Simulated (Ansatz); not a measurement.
# C2H11NSi2: taking an electron away

The task here is to estimate one member of a computed series from the others.

The runs use Ansatz 0.2.0, Gaussian basis; unrestricted cation, the program's frozen cores in correlated methods.

Plan: UKS PBE-D4/def2-TZVPP; UKS r2SCAN-D4/def2-TZVPP; UKS PBE0-D4/def2-TZVPP; UKS B3LYP-D4/def2-TZVPP; UKS wB97X-V/def2-TZVPP; UKS wB97M-V/def2-TZVPP; UKS B2PLYP/def2-TZVPP; UHF-CCSD(T)/def2-TZVPP; UHF-MP2/def2-QZVPP; extrapolation to the limit; then −ε(HOMO) from the neutral's earlier runs with LDA (SPW92), PBE-D4, revPBE-D4, BLYP-D4, r2SCAN-D4, B97M-V, PBE0-D4, B3LYP-D4, r2SCANh-D4, r2SCAN0-D4, HSE06-D4, BHLYP-D4, CAM-B3LYP-D4, LC-ωPBE, ωB97X-V, ωB97M-V.

### The relaxed structure

The geometry comes from an earlier relaxation with PBE0-D4 in a triple-zeta def2 set; it is a stationary point, not always the lowest conformer.

16 atoms, charge 0, spin multiplicity 1.

Atoms are counted from 1 here; the program's logs count them from 0.

Bond lengths: C1–Si2 1.867 Å, C1–H6 1.094 Å, C1–H7 1.093 Å, C1–H8 1.092 Å, Si2–N3 1.730 Å, Si2–H9 1.493 Å, Si2–H10 1.486 Å, N3–C4 1.461 Å, N3–Si5 1.724 Å, C4–H11 1.094 Å, C4–H12 1.097 Å, C4–H13 1.095 Å, Si5–H14 1.492 Å, Si5–H15 1.491 Å, Si5–H16 1.483 Å. Angles: Si2–C1–H6 110.1°, Si2–C1–H7 111.7°, Si2–C1–H8 110.9°, H6–C1–H7 107.6°, H6–C1–H8 108.3°, H7–C1–H8 108.2°, C1–Si2–N3 112.3°, C1–Si2–H9 108.1°, C1–Si2–H10 110.4°, N3–Si2–H9 109.9°, N3–Si2–H10 107.2°, H9–Si2–H10 108.9°, Si2–N3–C4 117.4°, Si2–N3–Si5 125.6°, C4–N3–Si5 116.5°, N3–C4–H11 111.2°, N3–C4–H12 112.2°, N3–C4–H13 111.0° and more.

Set-up of the first run:

Input file in.yaml:

```yaml
crystal:
  periodic: [false, false, false]
  atoms:
    - {symbol: C, position_ang: [-0.214966, 0.547106, -2.294279]}
    - {symbol: Si, position_ang: [-0.925575, 0.650467, -0.570766]}
    - {symbol: N, position_ang: [0.060737, -0.162074, 0.595466]}
    - {symbol: C, position_ang: [0.164289, -1.615831, 0.493730]}
    - {symbol: Si, position_ang: [0.788728, 0.566957, 1.977259]}
    - {symbol: H, position_ang: [-0.877683, 1.048129, -3.005438]}
    - {symbol: H, position_ang: [-0.101997, -0.489115, -2.622637]}
    - {symbol: H, position_ang: [0.764915, 1.027731, -2.340761]}
    - {symbol: H, position_ang: [-2.289550, 0.042536, -0.593757]}
    - {symbol: H, position_ang: [-1.036872, 2.068220, -0.139697]}
    - {symbol: H, position_ang: [0.008734, -1.952046, -0.535706]}
    - {symbol: H, position_ang: [-0.572222, -2.129194, 1.123283]}
    - {symbol: H, position_ang: [1.160266, -1.960885, 0.791162]}
    - {symbol: H, position_ang: [0.131183, 0.152058, 3.251065]}
    - {symbol: H, position_ang: [2.214499, 0.141766, 2.072502]}
    - {symbol: H, position_ang: [0.702612, 2.041574, 1.842974]}
basis:
  gaussian: {orbitals: def2-TZVPP}
total_charge: 1
magnetization: {spin_polarized: true, initial_magnetization: 1}
hamiltonian: {xc: pbe, dispersion: d4}
```

The run is started by

```sh
$ ansatz run in.yaml --threads 2 --pin off --events-out ev --progress --plain --max-ram 32768MiB --backend cuda --devices 0, --max-vram 18GiB
```

Among the steps run: Cation, UKS PBE-D4/def2-TZVPP; Cation, UKS r2SCAN-D4/def2-TZVPP; Cation, UKS PBE0-D4/def2-TZVPP; Cation, UKS B3LYP-D4/def2-TZVPP; Cation, UKS wB97X-V/def2-TZVPP; Cation, UKS wB97M-V/def2-TZVPP; Cation, UKS B2PLYP (frozen core)/def2-TZVPP; Cation, UHF-CCSD(T)/def2-TZVPP; Cation, UHF-MP2/def2-QZVPP.

One table of the session follows, with a row left open; its other results are not shown here.

It belongs to the step «Ionisation energies side by side». Orbital estimates, from the neutral's runs:

```
  functional  −ε(HOMO) (eV)
 LDA (SPW92)           5.73
      PBE-D4           5.64
   revPBE-D4           5.60
     BLYP-D4           5.52
   r2SCAN-D4           5.90
      B97M-V           6.09
     PBE0-D4           6.92
    B3LYP-D4           6.71
  r2SCANh-D4           6.38
  r2SCAN0-D4           7.11
    HSE06-D4           6.53
    BHLYP-D4           8.15
CAM-B3LYP-D4           8.28
     LC-ωPBE              ?
     ωB97X-V           9.29
     ωB97M-V           9.21
```

Estimate the missing values for LC-ωPBE.

As computed: −ε(HOMO) (eV): 9.62. In the column «−ε(HOMO) (eV)» it is the highest.
